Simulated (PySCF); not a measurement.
# CH3NSeSi: NMR shifts at several levels of theory, part 1 of 2

Aim: compute the NMR shifts of CH3NSeSi (`N#C[SiH2][SeH]`) at several levels, and see how far they spread and what each costs.

Programs: PySCF 2.14.0, with density-fitted response routines of our own. Each step states its level of theory. These are calculated values for one molecule in the gas phase, unless marked as measured. Atoms count from 0, in the outputs and in this text.

**1. Starting geometry**

7 atoms, charge 0, multiplicity 1; geometry from: PBE0-D3(BJ)/def2-SVP.

Bonds of the start (Å): N0–C1 1.16, C1–Si2 1.86, Si2–Se3 2.27, Si2–H4 1.49, Si2–H5 1.49, Se3–H6 1.47.

**2. Nuclear shieldings: PBE0/pcSseg-2**

What the job is given:

```
{"job": {"kind": "nmr", "xc": "PBE0", "basis": "pcSseg-2", "pop": false}, "charge": 0, "multiplicity": 1}
N      2.216525    -1.437410     0.144524
C      1.390721    -0.625493     0.079082
Si     0.027850     0.634341    -0.020478
Se    -1.845181    -0.284295    -0.906482
H      0.462698     1.697980    -0.961709
H     -0.170778     1.150765     1.359454
H     -2.047945    -1.164939     0.255658
```

Level: GIAO PBE0/pcSseg-2 NMR shielding, non-relativistic, gas phase.

On the command line:

```bash
$ OMP_NUM_THREADS=1 python probes_run.py task.json out
```

This one command runs all jobs of the session in turn.

The program printed:

```text
coarse grid: 31464 points
cycle   1  E = -2785.2440447301  dE = -8.026e-01  |g| = 9.404e-01  |ddm| = 2.172e+00
cycle   2  E = -2785.1335105801  dE =  1.105e-01  |g| = 9.822e-01  |ddm| = 6.473e-01
cycle   3  E = -2785.2223136402  dE = -8.880e-02  |g| = 5.817e-01  |ddm| = 6.422e-01
cycle   4  E = -2785.2943726937  dE = -7.206e-02  |g| = 7.632e-02  |ddm| = 2.525e-01
cycle   5  E = -2785.2949681614  dE = -5.955e-04  |g| = 1.101e-02  |ddm| = 3.252e-02
cycle   6  E = -2785.2949885335  dE = -2.037e-05  |g| = 3.290e-03  |ddm| = 1.155e-02
cycle   7  E = -2785.2949915103  dE = -2.977e-06  |g| = 8.196e-04  |ddm| = 3.829e-03
final grid: 63320 points
cycle   8  E = -2785.2949609081  dE =  1.157e-07  |g| = 1.189e-03  |ddm| = 1.709e-03
cycle   9  E = -2785.2949600527  dE =  8.554e-07  |g| = 2.353e-03  |ddm| = 1.950e-03
cycle  10  E = -2785.2949611926  dE = -1.140e-06  |g| = 4.443e-04  |ddm| = 1.160e-03
cycle  11  E = -2785.2949612409  dE = -4.833e-08  |g| = 4.233e-05  |ddm| = 2.975e-04
cycle  12  E = -2785.2949612412  dE = -2.074e-10  |g| = 2.771e-06  |ddm| = 2.175e-05
converged SCF energy = -2785.2949612412

GIAO shielding tensors (ppm)
atom      isotropic    diamagn.    paramagn.     s11        s22        s33       span
  0 N     -109.467     331.258    -440.725   -311.676   -296.384    279.659    591.335
  1 C       55.463     264.865    -209.402    -66.420    -57.220    290.030    356.450
  2 Si     403.966     876.936    -472.970    358.276    401.282    452.342     94.067
  3 Se    2179.192    3000.588    -821.396   1933.282   2107.319   2496.976    563.694
  4 H       26.347      27.574      -1.227     22.591     24.601     31.847      9.256
  5 H       26.170      27.946      -1.776     21.905     24.651     31.953     10.048
  6 H       30.317      29.736       0.581     20.904     25.340     44.707     23.802
```

It took 35 s on 1 thread of Arm Neoverse N1, shared host; peak memory 0.98 GiB.

The references, computed at this level on geometries of the same kind, shield at (ppm): ¹H TMS 31.25, ¹³C TMS 184.1, ²⁹Si TMS 341.3, ¹⁵N NH3 261.7, ⁷⁷Se Me2Se 1766. Their shielding less the atom's gives the shift. The references are single molecules in the gas phase, so shifts against H2O, NH3, PH3, H3PO4 or CFCl3 are not on the usual liquid scales and can be off by tens of ppm. Atoms listed in one row are averaged.

```tsv
atoms	environment	σ (ppm)	δ (ppm)
C1	nitrile carbon	55.5	128.7
H4, H5	hydrogen on a silicon bonded to C, Se	26.26	4.99
H6	hydrogen on a selenium bonded to Si	30.32	0.93
N0	nitrile nitrogen	-109.5	371.2
Si2	silicon bonded to C, Se, 2 H	404.0	-62.7
Se3	selenium bonded to Si, H	2179	-413
```

**3. Shielding tensors: mPW1PW91/pcSseg-2**

Settings changed since step 2:

```diff
@@ -1,2 +1,2 @@
-{"job": {"kind": "nmr", "xc": "PBE0", "basis": "pcSseg-2", "pop": false}, "charge": 0, "multiplicity": 1}
+{"job": {"kind": "nmr", "xc": "mPW1PW91", "basis": "pcSseg-2", "pop": false}, "charge": 0, "multiplicity": 1}
 N      2.216525    -1.437410     0.144524
```

Level: GIAO mPW1PW91/pcSseg-2 NMR shielding, non-relativistic, gas phase.

The program printed:

```text
coarse grid: 31464 points
cycle   1  E = -2785.9317924659  dE = -7.986e-01  |g| = 9.310e-01  |ddm| = 2.168e+00
cycle   2  E = -2785.8136348700  dE =  1.182e-01  |g| = 9.928e-01  |ddm| = 6.610e-01
cycle   3  E = -2785.9110133905  dE = -9.738e-02  |g| = 5.826e-01  |ddm| = 6.571e-01
cycle   4  E = -2785.9832903645  dE = -7.228e-02  |g| = 7.464e-02  |ddm| = 2.516e-01
cycle   5  E = -2785.9838457356  dE = -5.554e-04  |g| = 1.095e-02  |ddm| = 3.199e-02
cycle   6  E = -2785.9838657635  dE = -2.003e-05  |g| = 3.280e-03  |ddm| = 1.137e-02
cycle   7  E = -2785.9838686958  dE = -2.932e-06  |g| = 8.171e-04  |ddm| = 3.735e-03
final grid: 63320 points
cycle   8  E = -2785.9838402866  dE =  1.343e-07  |g| = 1.227e-03  |ddm| = 1.790e-03
cycle   9  E = -2785.9838392798  dE =  1.007e-06  |g| = 2.513e-03  |ddm| = 1.974e-03
cycle  10  E = -2785.9838405921  dE = -1.312e-06  |g| = 4.301e-04  |ddm| = 1.207e-03
cycle  11  E = -2785.9838406375  dE = -4.534e-08  |g| = 4.121e-05  |ddm| = 2.948e-04
cycle  12  E = -2785.9838406377  dE = -1.901e-10  |g| = 2.758e-06  |ddm| = 2.120e-05
converged SCF energy = -2785.9838406377

GIAO shielding tensors (ppm)
atom      isotropic    diamagn.    paramagn.     s11        s22        s33       span
  0 N     -110.497     331.262    -441.759   -313.313   -298.166    279.988    593.301
  1 C       55.008     264.752    -209.743    -67.058    -58.000    290.084    357.142
  2 Si     401.864     877.112    -475.248    356.078    399.011    450.503     94.426
  3 Se    2168.055    3000.864    -832.809   1918.675   2095.841   2489.648    570.973
  4 H       26.424      27.668      -1.244     22.679     24.683     31.910      9.231
  5 H       26.247      28.041      -1.794     21.999     24.733     32.008     10.010
  6 H       30.392      29.754       0.638     20.996     25.443     44.738     23.742
```

Run time: 35 s. Hardware: 1 thread of Arm Neoverse N1, shared host; peak memory 0.98 GiB.

This run: δ C1 128.5, N0 371.0, Si2 -61.9, Se3 -414, H4 4.96, H6 0.90 ppm (means over like atoms).

**4. Nuclear shieldings: WP04/pcSseg-2**

Settings changed since step 3:

```diff
@@ -1,2 +1,2 @@
-{"job": {"kind": "nmr", "xc": "mPW1PW91", "basis": "pcSseg-2", "pop": false}, "charge": 0, "multiplicity": 1}
+{"job": {"kind": "nmr", "xc": "WP04", "basis": "pcSseg-2", "pop": false}, "charge": 0, "multiplicity": 1}
 N      2.216525    -1.437410     0.144524
```

Method: GIAO WP04/pcSseg-2 NMR shielding, non-relativistic, gas phase.

The program printed:

```text
coarse grid: 31464 points
cycle   1  E = -2803.3226715550  dE = -7.541e-01  |g| = 6.970e-01  |ddm| = 2.167e+00
cycle   2  E = -2802.9606797670  dE =  3.620e-01  |g| = 1.323e+00  |ddm| = 1.079e+00
cycle   3  E = -2803.3637599171  dE = -4.031e-01  |g| = 3.998e-01  |ddm| = 8.565e-01
cycle   4  E = -2803.3972037986  dE = -3.344e-02  |g| = 1.198e-01  |ddm| = 2.394e-01
cycle   5  E = -2803.3998412370  dE = -2.637e-03  |g| = 2.561e-02  |ddm| = 8.953e-02
cycle   6  E = -2803.3999170253  dE = -7.579e-05  |g| = 7.903e-03  |ddm| = 1.807e-02
cycle   7  E = -2803.3999293413  dE = -1.232e-05  |g| = 1.592e-03  |ddm| = 7.424e-03
cycle   8  E = -2803.3999300509  dE = -7.097e-07  |g| = 2.781e-04  |ddm| = 1.915e-03
final grid: 63320 points
cycle   9  E = -2803.3998841991  dE = -2.421e-08  |g| = 5.753e-04  |ddm| = 1.675e-03
cycle  10  E = -2803.3998837963  dE =  4.027e-07  |g| = 1.506e-03  |ddm| = 9.932e-04
cycle  11  E = -2803.3998842585  dE = -4.621e-07  |g| = 2.355e-04  |ddm| = 6.674e-04
cycle  12  E = -2803.3998842697  dE = -1.125e-08  |g| = 2.292e-05  |ddm| = 1.482e-04
cycle  13  E = -2803.3998842698  dE = -1.119e-10  |g| = 2.971e-06  |ddm| = 1.932e-05
converged SCF energy = -2803.3998842698

GIAO shielding tensors (ppm)
atom      isotropic    diamagn.    paramagn.     s11        s22        s33       span
  0 N     -110.107     328.524    -438.631   -314.937   -300.786    285.402    600.339
  1 C       47.137     264.388    -217.251    -77.820    -69.600    288.830    366.649
  2 Si     382.725     879.200    -496.475    335.197    377.560    435.418    100.220
  3 Se    2011.230    3007.496    -996.266   1725.085   1937.935   2370.670    645.585
  4 H       27.325      28.463      -1.138     23.733     25.598     32.644      8.910
  5 H       27.101      28.914      -1.813     23.033     25.622     32.647      9.613
  6 H       31.265      30.710       0.555     22.170     26.800     44.826     22.656
```

Run time: 35 s. Hardware: 1 thread of Arm Neoverse N1, shared host; peak memory 1 GiB.

Key values: δ C1 125.0, N0 354.8, Si2 -54.7, Se3 -457, H4 4.40, H6 0.35 ppm (means over like atoms).

**5. NMR shieldings: B97-2/pcSseg-2**

Settings changed since step 4:

```diff
@@ -1,2 +1,2 @@
-{"job": {"kind": "nmr", "xc": "WP04", "basis": "pcSseg-2", "pop": false}, "charge": 0, "multiplicity": 1}
+{"job": {"kind": "nmr", "xc": "B97-2", "basis": "pcSseg-2", "pop": false}, "charge": 0, "multiplicity": 1}
 N      2.216525    -1.437410     0.144524
```

Level: GIAO B97-2/pcSseg-2 NMR shielding, non-relativistic, gas phase.

The program printed:

```text
coarse grid: 31464 points
cycle   1  E = -2786.3783997866  dE = -8.006e-01  |g| = 8.360e-01  |ddm| = 2.170e+00
cycle   2  E = -2786.2427055245  dE =  1.357e-01  |g| = 9.544e-01  |ddm| = 6.870e-01
cycle   3  E = -2786.3509745068  dE = -1.083e-01  |g| = 5.870e-01  |ddm| = 6.830e-01
cycle   4  E = -2786.4253119134  dE = -7.434e-02  |g| = 6.931e-02  |ddm| = 2.505e-01
cycle   5  E = -2786.4258221476  dE = -5.102e-04  |g| = 1.122e-02  |ddm| = 3.563e-02
cycle   6  E = -2786.4258484670  dE = -2.632e-05  |g| = 3.298e-03  |ddm| = 1.139e-02
cycle   7  E = -2786.4258514074  dE = -2.940e-06  |g| = 7.402e-04  |ddm| = 3.117e-03
final grid: 63320 points
cycle   8  E = -2786.4258237778  dE =  2.247e-07  |g| = 1.323e-03  |ddm| = 1.777e-03
cycle   9  E = -2786.4258219201  dE =  1.858e-06  |g| = 3.174e-03  |ddm| = 2.223e-03
cycle  10  E = -2786.4258241669  dE = -2.247e-06  |g| = 3.461e-04  |ddm| = 1.469e-03
cycle  11  E = -2786.4258241958  dE = -2.891e-08  |g| = 1.685e-05  |ddm| = 2.545e-04
cycle  12  E = -2786.4258241958  dE = -4.184e-11  |g| = 4.430e-06  |ddm| = 1.519e-05
converged SCF energy = -2786.4258241958

GIAO shielding tensors (ppm)
atom      isotropic    diamagn.    paramagn.     s11        s22        s33       span
  0 N     -101.582     331.664    -433.246   -300.618   -285.494    281.366    581.984
  1 C       57.804     265.156    -207.352    -62.396    -53.408    289.217    351.613
  2 Si     408.867     877.170    -468.303    363.992    405.523    457.085     93.093
  3 Se    2154.945    3001.878    -846.933   1903.310   2079.580   2481.944    578.634
  4 H       26.555      27.787      -1.232     22.833     24.823     32.010      9.177
  5 H       26.366      28.179      -1.813     22.137     24.864     32.097      9.960
  6 H       30.513      29.937       0.577     21.163     25.630     44.746     23.583
```

It took 34 s on 1 thread of Arm Neoverse N1, shared host; peak memory 0.98 GiB.

This run: δ C1 125.7, N0 361.2, Si2 -61.3, Se3 -418, H4 4.90, H6 0.85 ppm (means over like atoms).

**6. Nuclear shieldings: BHandHLYP/pcSseg-2**

Settings changed since step 5:

```diff
@@ -1,2 +1,2 @@
-{"job": {"kind": "nmr", "xc": "B97-2", "basis": "pcSseg-2", "pop": false}, "charge": 0, "multiplicity": 1}
+{"job": {"kind": "nmr", "xc": "BHandHLYP", "basis": "pcSseg-2", "pop": false}, "charge": 0, "multiplicity": 1}
 N      2.216525    -1.437410     0.144524
```

Level: GIAO BHandHLYP/pcSseg-2 NMR shielding, non-relativistic, gas phase.

The program printed:

```text
coarse grid: 31464 points
cycle   1  E = -2785.6786509002  dE = -8.069e-01  |g| = 8.404e-01  |ddm| = 2.127e+00
cycle   2  E = -2785.6263611624  dE =  5.229e-02  |g| = 8.112e-01  |ddm| = 5.960e-01
cycle   3  E = -2785.7198557572  dE = -9.349e-02  |g| = 3.221e-01  |ddm| = 4.752e-01
cycle   4  E = -2785.7412094166  dE = -2.135e-02  |g| = 5.553e-02  |ddm| = 1.461e-01
cycle   5  E = -2785.7415912009  dE = -3.818e-04  |g| = 6.771e-03  |ddm| = 2.400e-02
cycle   6  E = -2785.7415983222  dE = -7.121e-06  |g| = 3.070e-03  |ddm| = 7.595e-03
final grid: 63320 points
cycle   7  E = -2785.7415749286  dE = -4.996e-08  |g| = 3.572e-03  |ddm| = 4.953e-03
cycle   8  E = -2785.7415729678  dE =  1.961e-06  |g| = 4.944e-03  |ddm| = 4.482e-03
cycle   9  E = -2785.7415768984  dE = -3.931e-06  |g| = 8.495e-04  |ddm| = 2.390e-03
cycle  10  E = -2785.7415770377  dE = -1.393e-07  |g| = 9.972e-05  |ddm| = 4.317e-04
cycle  11  E = -2785.7415770399  dE = -2.190e-09  |g| = 1.931e-05  |ddm| = 7.609e-05
cycle  12  E = -2785.7415770401  dE = -1.692e-10  |g| = 4.009e-06  |ddm| = 2.731e-05
converged SCF energy = -2785.7415770401

GIAO shielding tensors (ppm)
atom      isotropic    diamagn.    paramagn.     s11        s22        s33       span
  0 N     -114.016     329.642    -443.658   -318.805   -304.352    281.109    599.914
  1 C       53.409     265.740    -212.331    -71.010    -62.285    293.523    364.532
  2 Si     405.923     875.576    -469.653    362.266    401.901    453.603     91.336
  3 Se    2169.970    3000.704    -830.734   1897.026   2104.518   2508.365    611.339
  4 H       26.757      27.701      -0.945     22.981     24.963     32.327      9.345
  5 H       26.596      28.046      -1.450     22.375     25.065     32.349      9.974
  6 H       30.549      30.102       0.446     21.201     25.549     44.896     23.695
```

Wall time 33 s (1 thread of Arm Neoverse N1, shared host); peak memory 0.98 GiB.

Key values: δ C1 130.9, N0 373.8, Si2 -60.2, Se3 -398, H4 4.77, H6 0.90 ppm (means over like atoms).

(Continued in part 2 of 2.)
